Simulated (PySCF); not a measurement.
**CH₅Ga: runs on many settings**

Aim: see how CH₅Ga (`[CH3][GaH2]`) answers to the choice of functional, basis, grid and SCF options, and what happens with inputs that are wrong on purpose.

Computed with PySCF 2.14.0, with density-fitted response routines of our own, on a single molecule in the gas phase. Atoms count from 0, in the outputs and in this text.

## 1. The molecule as given

7 atoms, charge 0, multiplicity 1; geometry from: GFN2-xTB.

Bonds of the start (Å): C0–Ga1 2.02, C0–H2 1.09, C0–H3 1.09, C0–H4 1.09, Ga1–H5 1.58, Ga1–H6 1.58.

## 2. J couplings: PBE0/pcSseg-2

What the job is given:

```
{"job": {"kind": "j", "xc": "PBE0", "basis": "pcSseg-2"}, "charge": 0, "multiplicity": 1}
C     -0.946326    -0.048319     0.028753
Ga     1.068422     0.052965    -0.043568
H     -1.400276     0.579641    -0.744152
H     -1.327365     0.296683     0.994576
H     -1.289728    -1.077222    -0.118423
H      1.874203     1.398854    -0.229586
H      2.024404    -1.197698     0.085324
```

Method: PBE0/pcSseg-2 indirect spin-spin coupling, non-relativistic, gas phase.

The run is started by

```
$ OMP_NUM_THREADS=1 python probes_run.py task.json out
```

One launch serves the whole session: the jobs run in the order shown.

Output:

```text
coarse grid: 24960 points
cycle   1  E = -1965.6052041137  dE = -7.104e-01  |g| = 1.124e+00  |ddm| = 1.685e+00
cycle   2  E = -1965.5172317317  dE =  8.797e-02  |g| = 1.502e+00  |ddm| = 7.401e-01
cycle   3  E = -1965.6909418030  dE = -1.737e-01  |g| = 8.969e-02  |ddm| = 4.603e-01
cycle   4  E = -1965.6914098348  dE = -4.680e-04  |g| = 2.037e-02  |ddm| = 2.894e-02
cycle   5  E = -1965.6915060505  dE = -9.622e-05  |g| = 3.963e-03  |ddm| = 1.358e-02
cycle   6  E = -1965.6915106887  dE = -4.638e-06  |g| = 8.416e-04  |ddm| = 3.485e-03
final grid: 51360 points
cycle   7  E = -1965.6915154881  dE =  7.391e-09  |g| = 1.164e-03  |ddm| = 1.550e-03
cycle   8  E = -1965.6915153505  dE =  1.376e-07  |g| = 1.757e-03  |ddm| = 1.119e-03
cycle   9  E = -1965.6915156641  dE = -3.136e-07  |g| = 8.482e-05  |ddm| = 5.733e-04
cycle  10  E = -1965.6915156659  dE = -1.862e-09  |g| = 2.441e-05  |ddm| = 6.623e-05
cycle  11  E = -1965.6915156661  dE = -1.087e-10  |g| = 1.630e-06  |ddm| = 1.330e-05
converged SCF energy = -1965.6915156661

Indirect spin-spin couplings (Hz)
  i      j    bonds     total        FC       PSO       DSO        SD
  0 C    2 H    1    182.152   179.387     1.740     0.770     0.255
  0 C    3 H    1    180.273   177.433     1.801     0.774     0.266
  0 C    4 H    1    183.749   181.046     1.689     0.767     0.247
  0 C    5 H    2     20.535    21.246     0.188    -0.886    -0.013
  0 C    6 H    2     20.917    21.642     0.182    -0.895    -0.012
  2 H    3 H    2    -16.414   -17.886     3.220    -2.150     0.401
  2 H    4 H    2    -13.203   -14.631     3.288    -2.230     0.370
  2 H    5 H    3     -1.987    -1.238     0.619    -1.394     0.025
  2 H    6 H    3      1.878     3.690     1.729    -3.548     0.007
  3 H    4 H    2    -15.020   -16.471     3.253    -2.188     0.387
  3 H    5 H    3     -2.905    -1.798     1.018    -2.130     0.005
  3 H    6 H    3     -1.592    -0.128     1.389    -2.855     0.002
  4 H    5 H    3      4.412     6.394     1.885    -3.873     0.005
  4 H    6 H    3     -0.718    -0.135     0.413    -1.035     0.038
  5 H    6 H    2     32.538    35.238     1.598    -4.356     0.058
```

Run time: 14 s. Hardware: 1 thread of Arm Neoverse V2, shared host; peak memory 0.66 GiB.

The basis is not made for couplings: without tight functions at the nuclei these values are rough.

A choice of the couplings up to four bonds, sorted by the number of bonds, with means over like pairs; isotopes 13C, 1H:

| pair | bonds | J (Hz) | Fermi contact (Hz) |
| --- | --- | --- | --- |
| C0–H2 | 1 | 182.1 | 179.3 |
| H5–H6 | 2 | 32.5 | 35.2 |
| C0–H5 | 2 | 20.7 | 21.4 |
| H2–H3 | 2 | -14.9 | -16.3 |

The response was solved for the nuclei of C, H alone, so couplings that need other nuclei can be missing.

Quadrupole couplings from the field gradients of the same density:

| atom | isotope | eQq/h (MHz) | η |
| --- | --- | --- | --- |
| Ga1 | 69Ga | 170.7 | 0.05 |

## 3. NMR shieldings: B3LPY/def2-SVP

Settings changed since step 2:

```diff
@@ -1,2 +1,2 @@
-{"job": {"kind": "j", "xc": "PBE0", "basis": "pcSseg-2"}, "charge": 0, "multiplicity": 1}
+{"job": {"kind": "nmr", "xc": "B3LPY", "basis": "def2-SVP", "pop": false, "scf": {"guess": "random", "max_cycle": 80}}, "charge": 0, "multiplicity": 1}
 C     -0.946326    -0.048319     0.028753
```

Method: B3LPY/def2-SVP.

Output:

```text
KeyError: "LibXCFunctional: name 'B3LPY' not found."
```

Run time: 0.08 s. Hardware: 1 thread of Arm Neoverse V2, shared host.

**What went wrong.** No functional is called B3LPY: the name is misspelt. Cure: type the name correctly.

## 4. Nuclear shieldings: LC-wPBE/pcSseg-1

Settings changed since step 3:

```diff
@@ -1,2 +1,2 @@
-{"job": {"kind": "nmr", "xc": "B3LPY", "basis": "def2-SVP", "pop": false, "scf": {"guess": "random", "max_cycle": 80}}, "charge": 0, "multiplicity": 1}
+{"job": {"kind": "nmr", "xc": "LC-wPBE", "basis": "pcSseg-1", "pop": false}, "charge": 0, "multiplicity": 1}
 C     -0.946326    -0.048319     0.028753
```

Method: GIAO LC-wPBE/pcSseg-1 NMR shielding, non-relativistic, gas phase.

Output:

```text
coarse grid: 24960 points
cycle   1  E = -1965.4022372957  dE = -7.417e-01  |g| = 9.705e-01  |ddm| = 2.200e+00
cycle   2  E = -1965.4029085230  dE = -6.712e-04  |g| = 9.536e-01  |ddm| = 7.291e-01
cycle   3  E = -1965.4714610447  dE = -6.855e-02  |g| = 5.396e-02  |ddm| = 3.795e-01
cycle   4  E = -1965.4718427348  dE = -3.817e-04  |g| = 1.033e-02  |ddm| = 4.552e-02
cycle   5  E = -1965.4718806418  dE = -3.791e-05  |g| = 4.636e-03  |ddm| = 1.539e-02
cycle   6  E = -1965.4718882027  dE = -7.561e-06  |g| = 4.966e-04  |ddm| = 6.822e-03
final grid: 51360 points
cycle   7  E = -1965.4718726872  dE = -1.157e-07  |g| = 4.915e-04  |ddm| = 9.669e-04
cycle   8  E = -1965.4718726986  dE = -1.139e-08  |g| = 5.554e-04  |ddm| = 4.881e-04
cycle   9  E = -1965.4718727253  dE = -2.672e-08  |g| = 4.118e-05  |ddm| = 2.171e-04
cycle  10  E = -1965.4718727265  dE = -1.129e-09  |g| = 2.204e-05  |ddm| = 8.972e-05
cycle  11  E = -1965.4718727267  dE = -2.378e-10  |g| = 2.309e-06  |ddm| = 4.671e-05
converged SCF energy = -1965.4718727267

GIAO shielding tensors (ppm)
atom      isotropic    diamagn.    paramagn.     s11        s22        s33       span
  0 C      190.623     252.877     -62.254    169.472    194.762    207.636     38.164
  1 Ga    1077.474    2636.240   -1558.766    829.154    988.784   1414.483    585.328
  2 H       31.092      30.156       0.936     26.692     28.035     38.547     11.855
  3 H       31.435      29.996       1.439     27.291     27.766     39.248     11.957
  4 H       30.771      30.282       0.490     26.201     28.146     37.967     11.766
  5 H       25.211      27.558      -2.348     20.171     21.645     33.816     13.645
  6 H       25.155      27.531      -2.375     20.201     21.482     33.783     13.582
```

Wall time 4.9 s (1 thread of Arm Neoverse V2, shared host).

Shifts follow as δ = σ(reference) − σ, with reference shieldings (ppm) from runs at the same level and on the same kind of geometry: ¹H TMS 31.78, ¹³C TMS 191.0. The references are single molecules in the gas phase. Atoms listed in one row are averaged.

| atoms | environment | σ (ppm) | δ (ppm) |
| --- | --- | --- | --- |
| C0 | methyl carbon bonded to Ga | 190.6 | 0.4 |
| H5, H6 | hydrogen on a Ga bonded to C | 25.18 | 6.60 |
| H2, H3, H4 | hydrogen on a methyl carbon bonded to Ga | 31.10 | 0.68 |
| Ga1 | Ga bonded to C, 2 H | 1077 | – |

## 5. Excited states and response: PBE0/pcJ-1

Settings changed since step 4:

```diff
@@ -1,2 +1,2 @@
-{"job": {"kind": "nmr", "xc": "LC-wPBE", "basis": "pcSseg-1", "pop": false}, "charge": 0, "multiplicity": 1}
+{"job": {"kind": "uv", "xc": "PBE0", "basis": "pcJ-1", "nstates": 12, "ntriplets": 5, "tda": false, "max_iter": 2, "scf": {"max_cycle": 95}}, "charge": 0, "multiplicity": 1}
 C     -0.946326    -0.048319     0.028753
```

Method: PBE0/pcJ-1.

Output:

```text
KeyError: 'Element ga (Z=31) not found in basis pcJ-1 version 1'
```

Wall time 0.01 s (1 thread of Arm Neoverse V2, shared host).

Diagnosis: The basis pcJ-1 has no functions for an element of the molecule, so the input was refused before any integral. The remedy is to choose a basis that covers all elements.

## 6. NMR shieldings: BHandHLYP/pcSseg-1

What the job is given:

```
{"job": {"kind": "nmr", "xc": "BHandHLYP", "basis": "pcSseg-1", "pop": false, "scf": {"max_cycle": 69}}, "charge": 0, "multiplicity": 1}
C     -0.851693    -0.043487     0.025878
Ga     0.961580     0.047668    -0.039211
H     -1.260248     0.521677    -0.669737
H     -1.194628     0.267015     0.895118
H     -1.160755    -0.969500    -0.106581
H      1.686783     1.258969    -0.206627
H      1.821964    -1.077928     0.076792
```

Method: GIAO BHandHLYP/pcSseg-1 NMR shielding, non-relativistic, gas phase.

Output:

```text
final grid: 51360 points
cycle   1  E = -1965.5652213239  dE = -2.066e-01  |g| = 7.952e-01  |ddm| = 2.356e+00
cycle   2  E = -1965.5703584114  dE = -5.137e-03  |g| = 7.510e-01  |ddm| = 6.872e-01
cycle   3  E = -1965.6258202626  dE = -5.546e-02  |g| = 5.409e-02  |ddm| = 3.597e-01
cycle   4  E = -1965.6260142183  dE = -1.940e-04  |g| = 1.713e-02  |ddm| = 3.093e-02
cycle   5  E = -1965.6260823739  dE = -6.816e-05  |g| = 1.797e-03  |ddm| = 1.360e-02
cycle   6  E = -1965.6260833836  dE = -1.010e-06  |g| = 1.397e-04  |ddm| = 2.700e-03
cycle   7  E = -1965.6260833923  dE = -8.763e-09  |g| = 3.159e-05  |ddm| = 2.402e-04
cycle   8  E = -1965.6260833928  dE = -4.397e-10  |g| = 5.329e-06  |ddm| = 6.747e-05
converged SCF energy = -1965.6260833928

GIAO shielding tensors (ppm)
atom      isotropic    diamagn.    paramagn.     s11        s22        s33       span
  0 C      211.079     252.107     -41.027    183.936    211.769    237.533     53.597
  1 Ga     961.056    2636.819   -1675.763    607.794    887.949   1387.424    779.631
  2 H       35.312      33.923       1.389     29.720     31.736     44.480     14.759
  3 H       35.869      33.676       2.193     30.597     31.342     45.667     15.070
  4 H       34.804      34.107       0.697     29.037     31.898     43.476     14.438
  5 H       27.057      30.563      -3.506     20.140     23.139     37.893     17.753
  6 H       26.995      30.561      -3.566     20.188     22.949     37.848     17.661
```

Run time: 2.4 s. Hardware: 1 thread of Arm Neoverse V2, shared host.

All coordinates were scaled by 0.9, so these values belong to a distorted geometry and are kept out of the summary. Its HOMO lies at -9.38 eV, against -10.92 eV in step 4 (LC-wPBE/pcSseg-1), a different level, so the two don't compare directly.

## 7. Results

| quantity | value |
| --- | --- |
| largest coupling of the table (PBE0/pcSseg-2) | ¹J(C,H) C0–H2, 182.1 Hz |
| ¹³C shifts against TMS (LC-wPBE/pcSseg-1) | 0.4 ppm |
| ¹H shifts against TMS (LC-wPBE/pcSseg-1, means over atoms taken as alike) | 6.60, 0.68 ppm |
| shieldings of Ga (LC-wPBE/pcSseg-1) | Ga1 1077.5 ppm |
| property runs in this session | 5, of which 2 failed and 1 gave unsound results |

What this shows: Single values in the summary come from the first run of each kind that ended normally (PBE0/pcSseg-2; LC-wPBE/pcSseg-1), which need not be the best level. In the run at PBE0/pcSseg-2, the largest coupling of the table is C0–H2 (mean over like pairs), 182.1 Hz, of which the Fermi-contact term gives 179.3 Hz. At LC-wPBE/pcSseg-1: The largest span, 585 ppm, is at Ga1, where the paramagnetic term is -1559 ppm. Spin-orbit coupling is left out, which matters for shieldings and couplings at and beside the heavy atoms. Couplings from bases without tight functions are rough.
